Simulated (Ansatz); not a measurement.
# TeW: the cost of one run

Method: DFT PBE, scalar-relativistic, plane waves, PAW, in Ansatz 0.2.0.

The COD cell was measured well above room temperature, so it is larger than a cold one.

### 1 Starting point

Symmetry: Fm-3m, No. 225, cubic system. Conventional cell: a = 5.835 Å, b = 5.835 Å, c = 5.835 Å, α = 90.00°, β = 90.00°, γ = 90.00°. Around Te (site symmetry m-3m) lie 6 W at 2.92 Å. W (site symmetry m-3m) is surrounded by 6 Te at 2.92 Å.

As a file:

```
Te W
1.0
     0.00000    2.91755    2.91755
     2.91755    0.00000    2.91755
     2.91755    2.91755    0.00000
Te W
1 1
Cartesian
  0.0000 0.0000 0.0000
  2.9176 2.9176 2.9176
```

This is candidate A: rock salt type (Fm-3m, No. 225).

(A quick probe on a coarse mesh, which set the mesh and smearing, is not shown.)

### 3 Coarse relaxation (candidate A)

input.yaml

```yaml
crystal:
  lattice:
    - [0.0, 2.9175511439, 2.9175511439]
    - [2.9175511439, 0.0, 2.9175511439]
    - [2.9175511439, 2.9175511439, 0.0]
  atoms:
    - { symbol: Te, position: [0.0, 0.0, 0.0] }
    - { symbol: W, position: [0.5, 0.5, 0.5] }
basis:
  ecutwfc: 420
kpoints:
  mp_grid: { grid: [6, 6, 6] }
hamiltonian:
  xc: pbe
scf:
  occupations: { method: gaussian, width: 0.1 }
  lower_state_search: "off"
output:
  forces: true
  stress: true
  eigenvalues: true
relax:
  adjacent_minimum: "off"
  f_tol: 0.04
  max_steps: 70
  cell: { stress_tol: 0.4 }
```

On the command line:

```console
ansatz run input.yaml --threads 1 --pin off --max-ram 2560MiB --backend cpu --events-out ev --progress --plain --runs-dir out
```

What time and memory should one allow on 1 thread of Intel Xeon Platinum 8488C (Sapphire Rapids), shared host?

About 6.9 s, with a peak of 0.36 GiB.
